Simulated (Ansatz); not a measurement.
# B88x+r2SCANc(a = 0.1)/6-311++G(2d,2p) (exact exchange 0.1, exchange range short, omega 0.2 1/bohr, start density atoms) run of C2F6 (hexafluoroethane)

Aim: the energy difference between two shapes of C2F6 (hexafluoroethane) at B88x+r2SCANc(a = 0.1)/6-311++G(2d,2p) (exact exchange 0.1, exchange range short, omega 0.2 1/bohr, start density atoms), from 2 runs. 

The calculation is run with Ansatz 0.2.0.

3 further runs of the same task are left out: 3 set aside as unsound or not needed.

### 1 Starting point

C2F6 has 8 atoms, charge 0, and is taken as a singlet. SMILES: `FC(F)(F)C(F)(F)F`. Geometry: relaxed at PBE0-D4/def2-TZVP.

Bond lengths: F1–C2 1.325 Å, C2–F3 1.325 Å, C2–F4 1.325 Å, C2–C5 1.549 Å, C5–F6 1.325 Å, C5–F7 1.325 Å, C5–F8 1.325 Å. Some angles: F1–C2–F3 109.1°, F1–C2–F4 109.1°, F1–C2–C5 109.8°, F3–C2–F4 109.1°, F3–C2–C5 109.8°, F4–C2–C5 109.8°, C2–C5–F6 109.8°, C2–C5–F7 109.8°, C2–C5–F8 109.8°, F6–C5–F7 109.1°.

### 2 Energy and forces at B88x+r2SCANc(a = 0.1)/6-311++G(2d,2p) (exact exchange 0.1, exchange range short, omega 0.2 1/bohr, start density atoms)

run.yaml

```yaml
crystal:
  periodic: [false, false, false]
  atoms:
    - {symbol: F, position_ang: [1.065570, -0.767260, 1.152000]}
    - {symbol: C, position_ang: [0.662650, -0.397300, -0.054910]}
    - {symbol: F, position_ang: [1.596070, 0.361280, -0.610920]}
    - {symbol: F, position_ang: [0.478560, -1.476610, -0.801220]}
    - {symbol: C, position_ang: [-0.662670, 0.397270, 0.054890]}
    - {symbol: F, position_ang: [-0.477000, 1.479670, 0.796360]}
    - {symbol: F, position_ang: [-1.068680, 0.762200, -1.152500]}
    - {symbol: F, position_ang: [-1.594500, -0.359250, 0.616310]}
basis:
  gaussian:
    orbitals: 6-311++G_2d_2p_.json
magnetization:
  spin_polarized: false
  initial_magnetization: 0
hamiltonian:
  xc:
    text: |
      parameter a = 0.1
      parameter omega = 0.2/bohr
      exchange = b88_x - a*b88_x_sr(omega) + a*exact_x_sr(omega)
      correlation = r2scan_c
output:
  forces: true
  orbitals: {seedname: orbitals}
```

The basis set 6-311++G(2d,2p) is read from a file made from the Basis Set Exchange's data (not shown).

Launch:

```bash
$ ansatz run run.yaml --threads 1 --pin off --max-ram 3480MiB --events-out events.jsonl --progress --plain --runs-dir runs
```

What it wrote (excerpt; [...] marks lines left out):

```text
Warning: RAYON_NUM_THREADS=1 ignored (pool sized by the plan → 1); use --threads N
Functional definition: unnamed
[...]
1614 factors; their error is unknown
249 factors; integrals over basis functions are off by at most 1.1e-6 eV
[...]
mean field -18375.40737671 eV, -675.2837657956 hartree, gradient 2.9e-6 eV, S^2 0.000000; 0 other end points of the search recorded, 0 dependent functions left out
[...]
reference -18375.40776610 eV, -675.2837801053 hartree; 33, 33 occupied and 183, 183 virtual orbitals, 1614 factors
Total energy: -18375.40776610 eV, -675.2837801053 hartree
Atom 0 at     1.065570    -0.767260     1.152000 Å, force     0.328776    -0.302468     1.000144 eV/Å
Atom 1 at     0.662650    -0.397300    -0.054910 Å, force    -0.364727     0.219485     0.031590 eV/Å
Atom 2 at     1.596070     0.361280    -0.610920 Å, force     0.767904     0.631350    -0.461254 eV/Å
Atom 3 at     0.478560    -1.476610    -0.801220 Å, force    -0.158366    -0.892173    -0.617933 eV/Å
Atom 4 at    -0.662670     0.397270     0.054890 Å, force     0.365221    -0.218902    -0.030855 eV/Å
Atom 5 at    -0.477000     1.479670     0.796360 Å, force     0.158929     0.893529     0.614869 eV/Å
Atom 6 at    -1.068680     0.762200    -1.152500 Å, force    -0.330503     0.299903    -1.000815 eV/Å
Atom 7 at    -1.594500    -0.359250     0.616310 Å, force    -0.767235    -0.630723     0.464254 eV/Å
Dipole moment:    -0.000027    -0.000038    -0.000032 e Å
```

It took 37 s on 1 thread of Arm Neoverse V1, shared host; peak memory 0.71 GiB.

### 3 The distorted shape

run.yaml

```yaml
crystal:
  periodic: [false, false, false]
  atoms:
    - {symbol: F, position_ang: [1.097251, -0.817816, 1.095737]}
    - {symbol: C, position_ang: [0.667872, -0.340986, 0.023484]}
    - {symbol: F, position_ang: [1.675606, 0.247309, -0.572991]}
    - {symbol: F, position_ang: [0.544276, -1.432924, -0.888945]}
    - {symbol: C, position_ang: [-0.614001, 0.439083, 0.008316]}
    - {symbol: F, position_ang: [-0.399453, 1.364957, 0.802971]}
    - {symbol: F, position_ang: [-1.212629, 0.881946, -1.423617]}
    - {symbol: F, position_ang: [-1.724448, -0.188635, 0.450078]}
basis:
  gaussian:
    orbitals: 6-311++G_2d_2p_.json
magnetization:
  spin_polarized: false
  initial_magnetization: 0
hamiltonian:
  xc:
    text: |
      parameter a = 0.1
      parameter omega = 0.2/bohr
      exchange = b88_x - a*b88_x_sr(omega) + a*exact_x_sr(omega)
      correlation = r2scan_c
output:
  forces: true
  orbitals: {seedname: orbitals}
```

The basis set 6-311++G(2d,2p) is read from a file made from the Basis Set Exchange's data (not shown).

Launch:

```bash
$ ansatz run run.yaml --threads 1 --pin off --max-ram 3480MiB --events-out events.jsonl --progress --plain --runs-dir runs
```

What it wrote (excerpt; [...] marks lines left out):

```text
Warning: RAYON_NUM_THREADS=1 ignored (pool sized by the plan → 1); use --threads N
Functional definition: unnamed
[...]
1614 factors; their error is unknown
248 factors; integrals over basis functions are off by at most 1.3e-6 eV
[...]
mean field -18373.47997193 eV, -675.2129349764 hartree, gradient 4.6e-5 eV, S^2 0.000000; 0 other end points of the search recorded, 0 dependent functions left out
[...]
reference -18373.48037022 eV, -675.2129496133 hartree; 33, 33 occupied and 183, 183 virtual orbitals, 1614 factors
Total energy: -18373.48037022 eV, -675.2129496133 hartree
Atom 0 at     1.097251    -0.817816     1.095737 Å, force     0.078871    -0.971661     4.359917 eV/Å
Atom 1 at     0.667872    -0.340986     0.023484 Å, force     0.801457    -3.522316    -6.658461 eV/Å
Atom 2 at     1.675606     0.247309    -0.572991 Å, force     1.260206     2.961149    -0.346646 eV/Å
Atom 3 at     0.544276    -1.432924    -0.888945 Å, force    -1.341635    -0.215357     0.789477 eV/Å
Atom 4 at    -0.614001     0.439083     0.008316 Å, force    -4.429185    -1.624194    -3.378392 eV/Å
Atom 5 at    -0.399453     1.364957     0.802971 Å, force     0.543062     4.906785     2.097258 eV/Å
Atom 6 at    -1.212629     0.881946    -1.423617 Å, force     2.525383    -0.576461     3.164578 eV/Å
Atom 7 at    -1.724448    -0.188635     0.450078 Å, force     0.561840    -0.957944    -0.027732 eV/Å
Dipole moment:     0.145742     0.121566     0.451587 e Å
```

Run time: 38 s. Hardware: 1 thread of Arm Neoverse V1, shared host; peak memory 0.71 GiB.

### 4 What came out

At B88x+r2SCANc(a = 0.1)/6-311++G(2d,2p) (exact exchange 0.1, exchange range short, omega 0.2 1/bohr, start density atoms):

```
                                 quantity          value
                first shape: total energy  -675.28378 Eh
               first shape: dipole moment         0.00 D
                 first shape: HOMO energy       -9.90 eV
                 first shape: LUMO energy        0.02 eV
               first shape: HOMO–LUMO gap        9.92 eV
    first shape: largest force on an atom     1.097 eV/Å
            distorted shape: total energy  -675.21295 Eh
           distorted shape: dipole moment         2.35 D
             distorted shape: HOMO energy       -9.99 eV
             distorted shape: LUMO energy       -2.86 eV
           distorted shape: HOMO–LUMO gap        7.13 eV
distorted shape: largest force on an atom     7.575 eV/Å
   energy change with the atoms displaced       1.927 eV
```

What this shows: With the atoms displaced the energy rises by 1.93 eV (44 kcal/mol). The first shape isn't relaxed at this level, so the change isn't measured from a minimum. The largest force (first shape) is 1.10 eV/Å: the shape isn't a stationary point for this species at this level. Mulliken charges (first shape) run from -0.26 on F3 to +0.78 on C5; in a basis this large or diffuse they mean little.
